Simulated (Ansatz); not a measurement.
# C6H16ClN2OV: basis-set convergence

The task here is to estimate one member of a computed series from the others.

Computed with Ansatz 0.2.0, Gaussian basis. Level: one geometry, several basis sets.

Plan: PBE0-D4/def2-SVP; ωB97M-V/def2-SVP; PBE0-D4/def2-QZVPP; ωB97M-V/def2-QZVPP; the functionals' def2-TZVPP values are taken from earlier runs.

**Structure used throughout**

The geometry comes from an earlier relaxation with PBE0-D4 in a triple-zeta def2 set; it is a stationary point, not always the lowest conformer.

SMILES `C[N](C)[V]([OH])([Cl])=[N]C(C)(C)C`, 27 atoms, charge 0, spin multiplicity 1.

Atoms are counted from 1 here; the program's logs count them from 0.

Bond lengths: C1–N2 1.445 Å, C1–H12 1.097 Å, C1–H13 1.098 Å, C1–H14 1.095 Å, N2–C3 1.436 Å, N2–V4 1.807 Å, C3–H15 1.098 Å, C3–H16 1.099 Å, C3–H17 1.088 Å, V4–O5 1.795 Å, V4–Cl6 2.206 Å, V4–N7 1.602 Å, O5–H18 0.962 Å, N7–C8 1.433 Å, C8–C9 1.528 Å, C8–C10 1.528 Å, C8–C11 1.528 Å, C9–H19 1.091 Å and more. Angles: N2–C1–H12 110.8°, N2–C1–H13 111.3°, N2–C1–H14 111.1°, H12–C1–H13 108.5°, H12–C1–H14 106.7°, H13–C1–H14 108.2°, C1–N2–C3 113.8°, C1–N2–V4 113.4°, C3–N2–V4 132.8°, N2–C3–H15 110.8°, N2–C3–H16 110.9°, N2–C3–H17 110.0°, H15–C3–H16 107.5°, H15–C3–H17 108.7°, H16–C3–H17 108.8°, N2–V4–O5 112.8°, N2–V4–Cl6 109.1°, N2–V4–N7 105.0° and more.

Set-up of the first run:

File in.yaml:

```yaml
crystal:
  periodic: [false, false, false]
  atoms:
    - {symbol: C, position_ang: [0.324015, 1.252392, 3.317477]}
    - {symbol: N, position_ang: [0.027877, 0.463629, 2.143352]}
    - {symbol: C, position_ang: [-0.594604, -0.797165, 2.434917]}
    - {symbol: V, position_ang: [0.532378, 1.256979, 0.600294]}
    - {symbol: O, position_ang: [2.308687, 1.490170, 0.486007]}
    - {symbol: Cl, position_ang: [-0.575452, 3.150820, 0.367735]}
    - {symbol: N, position_ang: [0.104096, 0.231150, -0.553512]}
    - {symbol: C, position_ang: [-0.193835, -0.501017, -1.748596]}
    - {symbol: C, position_ang: [0.283470, 0.326565, -2.941726]}
    - {symbol: C, position_ang: [-1.703659, -0.722407, -1.820537]}
    - {symbol: C, position_ang: [0.547877, -1.835511, -1.692373]}
    - {symbol: H, position_ang: [-0.590097, 1.462049, 3.887334]}
    - {symbol: H, position_ang: [1.033817, 0.735869, 3.976786]}
    - {symbol: H, position_ang: [0.753890, 2.221512, 3.043318]}
    - {symbol: H, position_ang: [-1.550611, -0.648557, 2.954579]}
    - {symbol: H, position_ang: [0.043906, -1.409065, 3.086536]}
    - {symbol: H, position_ang: [-0.779410, -1.342749, 1.512386]}
    - {symbol: H, position_ang: [2.768618, 1.883945, 1.233282]}
    - {symbol: H, position_ang: [1.358261, 0.503514, -2.877045]}
    - {symbol: H, position_ang: [0.069374, -0.203460, -3.873149]}
    - {symbol: H, position_ang: [-0.225155, 1.291794, -2.962706]}
    - {symbol: H, position_ang: [-1.960487, -1.266915, -2.732595]}
    - {symbol: H, position_ang: [-2.228496, 0.234212, -1.823865]}
    - {symbol: H, position_ang: [-2.050080, -1.302538, -0.962841]}
    - {symbol: H, position_ang: [0.221369, -2.423319, -0.832069]}
    - {symbol: H, position_ang: [1.623287, -1.670705, -1.609983]}
    - {symbol: H, position_ang: [0.349166, -2.411792, -2.599307]}
basis:
  gaussian: {orbitals: def2-SVP}
hamiltonian: {xc: pbe0, dispersion: d4}
output: {orbitals: {seedname: orbitals}}
```

Steps of the session up to this table: PBE0-D4 in def2-SVP; ωB97M-V in def2-SVP; PBE0-D4 in def2-QZVPP; ωB97M-V in def2-QZVPP.

One table of the session follows, with a row left open; its other results are not shown here.

It belongs to the step «Functionals by basis». 

| functional | basis | HOMO (eV) |
| --- | --- | --- |
| PBE0-D4 | def2-SVP | -6.86 |
| PBE0-D4 | def2-TZVPP | -6.99 |
| PBE0-D4 | def2-QZVPP | -7.02 |
| ωB97M-V | def2-SVP | -9.05 |
| ωB97M-V | def2-TZVPP | ? |
| ωB97M-V | def2-QZVPP | -9.24 |

**Question.** Estimate the row for ωB97M-V, def2-TZVPP.

As computed: HOMO (eV): -9.21. In the column «HOMO (eV)» it lies between ωB97M-V, def2-QZVPP (-9.24) and ωB97M-V, def2-SVP (-9.05).
